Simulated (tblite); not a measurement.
# Al14H14N14: the cost of one run

Computed with tblite 0.8.0 and PySCF 2.14.0 and routines of our own; the level stands in each step. Atoms count from 0.

## (1) The system as given

42 atoms, charge 0, multiplicity 1; geometry from: force field, distance geometry or constructed start.

## (2) Geometry optimisation with GFN2-xTB

The job: settings as JSON, then the geometry in Å.

```
{"job": {"kind": "relax", "xc": "GFN2-xTB", "basis": "xTB"}, "charge": 0, "multiplicity": 1}
N      0.004900     0.886300    -0.001600
Al    -1.562000     1.790700    -0.006900
N     -3.112500     0.885800     0.001000
Al    -3.118400    -0.907500    -0.006200
N     -1.559800    -1.813100     0.003400
Al    -0.003300    -0.912400    -0.002600
N      4.676600     3.589800    -0.003300
Al     3.121100     4.490800     0.001500
N      1.561500     3.586000    -0.000400
Al     1.556000     1.787300     0.001600
N      3.115600     0.886900    -0.002100
Al     4.674000     1.786100    -0.000000
N     -4.679900    -1.811200     0.005000
Al    -4.674300    -3.612500    -0.002700
N     -3.119900    -4.506800     0.000200
Al    -1.560700    -3.611300     0.006300
N      1.559200    -1.810000     0.000900
Al     3.116600    -0.915300    -0.001000
N      4.675900    -1.810100     0.002500
Al     1.561600    -3.611000     0.002700
N      3.115400    -4.508100     0.001500
Al     4.675600    -3.610400    -0.000200
Al     0.003400     4.492700     0.006600
N     -1.563000     3.583800    -0.001500
N      0.000500    -4.509300     0.000900
Al    -3.123800     4.487200     0.002500
N     -4.675800     3.590400    -0.000700
Al    -4.677100     1.788700     0.001200
H      5.577800     4.108500    -0.002000
H      3.118800     6.028500     0.003400
H      6.013800     1.018700    -0.001100
H     -5.579100    -1.290600     0.000200
H     -6.011200    -4.381800    -0.001900
H     -3.115600    -5.553200     0.003700
H      5.578400    -1.290100    -0.003300
H      3.118200    -5.549700    -0.002900
H      6.009400    -4.381800    -0.004100
H      0.000900     6.030600    -0.002600
H      0.001100    -5.555800    -0.000100
H     -3.122500     6.031500     0.001200
H     -5.577300     4.105800     0.003800
H     -6.004300     1.012500     0.003700
```

Command:

```sh
> OMP_NUM_THREADS=2 python large_run.py task.json out
```

The driver reads the jobs from task.json and runs them one after another.

Q: Estimate the wall time and peak memory of this first job on 2 threads of Arm Neoverse N1, shared host.

About 3.4 s, with a peak of 0.16 GiB.
